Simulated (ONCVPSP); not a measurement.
**Ag: generating and testing an ONCV potential**

Task: generate the file, and judge it by its errors in other configurations, its logarithmic derivatives, its ghosts and its cutoff.

Program: ONCVPSP 4.0.1. Reference atom: PBEsol, scalar-relativistic, spherical and spin-unpolarised. All values are calculated.

## 1. Settings

The settings as typed:

```json
{
 "element": "silver (Ag, Z = 47)",
 "type": "optimised norm-conserving Vanderbilt (ONCV)",
 "frozen core": "[Ar] 3d10",
 "valence charge": "19",
 "reference configuration": "4s2 4p6 4d10 5s1",
 "partial waves": "4s+5s: rc 1.40 bohr, ncon 3, nbas 6, qcut 11.4 1/bohr, 2 projectors; 4p: rc 1.00 bohr, ncon 4, nbas 9, qcut 6.7 1/bohr, 2 projectors, debl 1.9 Ha; 4d: rc 1.25 bohr, ncon 3, nbas 8, qcut 8.9 1/bohr, 2 projectors, debl 2 Ha",
 "local potential": "polynomial inside 0.70 bohr (lpopt 5, dvloc0 0 Ha)",
 "core correction": "not asked for"
}
```

An earlier all-electron run gives the scale for the radii.

All-electron outer shells of the reference configuration (PBEsol, scalar-relativistic, ld1.x):

```json
{"shell": "3d", "level (eV)": "-358.49", "outermost node (bohr)": "–", "outermost maximum (bohr)": "0.27"}
{"shell": "4s", "level (eV)": "-94.97", "outermost node (bohr)": "0.44", "outermost maximum (bohr)": "0.82"}
{"shell": "4p", "level (eV)": "-58.51", "outermost node (bohr)": "0.44", "outermost maximum (bohr)": "0.87"}
{"shell": "4d", "level (eV)": "-7.45", "outermost node (bohr)": "0.43", "outermost maximum (bohr)": "1.04"}
{"shell": "5s", "level (eV)": "-4.42", "outermost node (bohr)": "1.11", "outermost maximum (bohr)": "2.49"}
{"shell": "5p", "level (eV)": "-0.67", "outermost node (bohr)": "1.25", "outermost maximum (bohr)": "3.76"}
```

## 2. The generation run

Ag.dat

```
# ATOM AND REFERENCE CONFIGURATION
# atsym  z   nc   nv     iexc    psfile
  Ag 47.00    6    4  -116133      upf
#
#   n    l    f
    1    0    2.00
    2    0    2.00
    2    1    6.00
    3    0    2.00
    3    1    6.00
    3    2   10.00
    4    0    2.00
    4    1    6.00
    4    2   10.00
    5    0    1.00
#
# PSEUDOPOTENTIAL AND OPTIMIZATION
# lmax
    2
#
#   l,   rc,      ep,       ncon, nbas, qcut
    0    1.40    0.00    3    6   11.40
    1    1.00    0.00    4    9    6.70
    2    1.25    0.00    3    8    8.90
#
# LOCAL POTENTIAL
# lloc, lpopt,  rc(5),   dvloc0
    4    5    0.70    0.00
#
# VANDERBILT-KLEINMAN-BYLANDER PROJECTORs
# l, nproj, debl
    0    2    3.50
    1    2    1.90
    2    2    2.00
#
# MODEL CORE CHARGE
# icmod, fcfact, rcfact
    0    0.00    0.00
#
# LOG DERIVATIVE ANALYSIS
# epsh1, epsh2, depsh
   -5.00    5.00    0.04
#
# OUTPUT GRID
# rlmax, drl
    6.00    0.01
#
# TEST CONFIGURATIONS
# ncnf
    4
# nvcnf
#   n    l    f
    4
    4    0    2.00
    4    1    6.00
    4    2   10.00
    5    0    0.00
#
    4
    4    0    2.00
    4    1    6.00
    4    2    9.00
    5    0    0.00
#
    4
    4    0    2.00
    4    1    6.00
    4    2    8.00
    5    0    0.00
#
    4
    4    0    2.00
    4    1    5.00
    4    2   10.00
    5    0    1.00
#
```

On the command line:

```sh
$ oncvpsp.x < Ag.dat > Ag.out
```

Before running it: what results should come out? Wanted: cutoffs for 1 and 0.1 mHa per electron, occupied waves; bound ghosts; GHOST(+) flags; largest test error; largest phase difference near zero energy, channels read; projector energies reset by the program.

As calculated:

| quantity | value |
| --- | --- |
| cutoffs for 1 and 0.1 mHa per electron, occupied waves | 236 Ha and 279 Ha |
| bound ghosts | s at -54.10 eV |
| GHOST(+) flags | none at low energy |
| largest test error (AE − PS) | -48 meV, for 4s2 4p5 4d10 5s1 |
| largest phase difference near zero energy, channels read | 0.000 rad |
| projector energies reset by the program | p: -2.150, 0.250 Ha |

**Reading.** A bound ghost (s) makes it unfit for use: electrons can fall into a state that the atom doesn't have. The worst unpolarised test, 4s2 4p5 4d10 5s1, is off by 48 meV on 65.2 eV; by total energies transferability rates as fair. That test lies far up in energy; among those under 40 eV, nearer to bonding, the largest error is 4.4 meV. It counts as very hard, with 236 Ha needed at the looser tolerance. At the looser tolerance the 4p wave is the slowest; 4s needs 35 Ha. Near zero energy the phases of the channels with partial waves agree within 0.001 rad. The pseudo curves have a pole with no partner nearby in the atom's: s at -1.96 Ha. All of this concerns the isolated atom, not yet a solid.
